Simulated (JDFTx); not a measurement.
The system is Pb.

```
Pb
1.0
     0.00000    3.43900    3.43900
     3.43900    0.00000    3.43900
     3.43900    3.43900    0.00000
Pb
2
Direct
  0.25000 0.25000 0.25000
  0.00000 0.00000 0.00000
```

This isn't the form of Pb at room conditions, which is fcc.

```yaml
Program: JDFTx 1.7.0 (patched build)
Task: single point
Functional: PBEsol
Potentials_or_basis: PseudoDojo-SR-PBEsol-0.4.1-standard with smoothed tails
Cutoff: 762 eV
Density_cutoff: 6095 eV
k_mesh: 7 × 7 × 7
Occupations: fermi-dirac, width 0.05 eV
Spin: no spin polarisation
```

On this cell: pressure 0.5 GPa; largest force zero by symmetry; band gap on the k mesh none (metal or under the smearing width).

The same run follows on a disturbed copy (atoms moved at random, drawn with an rms of 0.05 Å):

```
CELL_PARAMETERS angstrom
0.00000 3.43900 3.43900
3.43900 0.00000 3.43900
3.43900 3.43900 0.00000
ATOMIC_POSITIONS crystal
Pb 0.24233 0.24870 0.24871
Pb 0.00968 0.98262 0.01781
```

Q: What changes?

A: The energy (extrapolated to zero smearing) moves by +18.1 meV/atom; pressure 0.7 GPa; largest force 0.620 eV/Å; band gap on the k mesh none (metal or under the smearing width).

Forces in eV/Å, atoms in the order of the input:
```
Pb   0.060  0.616  0.037
Pb  -0.060 -0.616 -0.037
```

Stress tensor (GPa, compression positive):
```
0.81 0.10 1.69
0.10 0.43 0.16
1.69 0.16 0.82
```
